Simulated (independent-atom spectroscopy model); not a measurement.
**Specular reflectivity of the stack VO2/SnO2/SiO2/SiC**

What does grazing-incidence reflection at 6930.3 eV look like for VO2, SnO2 and SiO2 on SiC?

Method: specular X-ray reflectivity by Parratt recursion with Nevot-Croce roughness and Henke factors; layers from the top, each with the roughness of its top surface, no beam divergence or background; computed with independent-atom spectroscopy model, version 2.

## (1) The sample, from the top down

| layer | thickness (nm) | density (g/cm³) | roughness of its top (nm) |
| --- | --- | --- | --- |
| VO2 | 13.2 | 3.93 | 0.74 |
| SnO2 | 12.3 | 6.15 | 0.87 |
| SiO2 | 40.6 | 2.07 | 0.69 |
| SiC | substrate | 3.21 | 0.25 |

## (2) Parratt recursion

The inputs of this calculation:

```json
{
  "layers": ["VO2", "SnO2", "SiO2", "SiC"],
  "layer_density": [3.93, 6.15, 2.07, 3.21],
  "layer_thickness": [13.2, 12.3, 40.6, null],
  "layer_roughness": [0.74, 0.87, 0.69, 0.25],
  "photon_energy": 6930.3,
  "grazing_angle": [0.07, 0.09, 0.11, 0.13, 0.15, 0.17, 0.19, 0.21, 0.23, 0.25, 0.27, 0.29, 0.31, 0.33, 0.35, 0.37, 0.39, 0.41, 0.43, 0.45, 0.47, 0.49, 0.51, 0.53, 0.55, 0.57, 0.59, 0.61, 0.63, 0.65, 0.67, 0.69, 0.71, 0.73, 0.75, 0.77, 0.79, 0.81, 0.83, 0.85]
}
```

Units: layer_density in g/cm³, layer_thickness in nm, layer_roughness in nm, photon_energy in eV, grazing_angle in degrees.

What does the calculation give? Wanted: angle of half reflection; minima past half reflection; their mean spacing, the first left out; reflectivity at 0.85°.

As calculated:

| quantity | value |
| --- | --- |
| wavelength | 1.7890 Å |
| angle of half reflection | 0.344° |
| minima past half reflection | 4 |
| their mean spacing, the first left out | 0.110° |
| reflectivity at 0.85° (q = 1.04 1/nm) | 0.0019 |

What this shows: The curve falls through one half for the last time near 0.34°. The fringe spacing of 0.110° compares with λ/2d = 0.078° for the total thickness of 66.1 nm, so the visible fringes are set by a part of the stack or merge on this grid. From the first angle to the last the reflectivity drops by 2.7 orders of magnitude. A measurement adds beam divergence and background, which fill sharp minima.
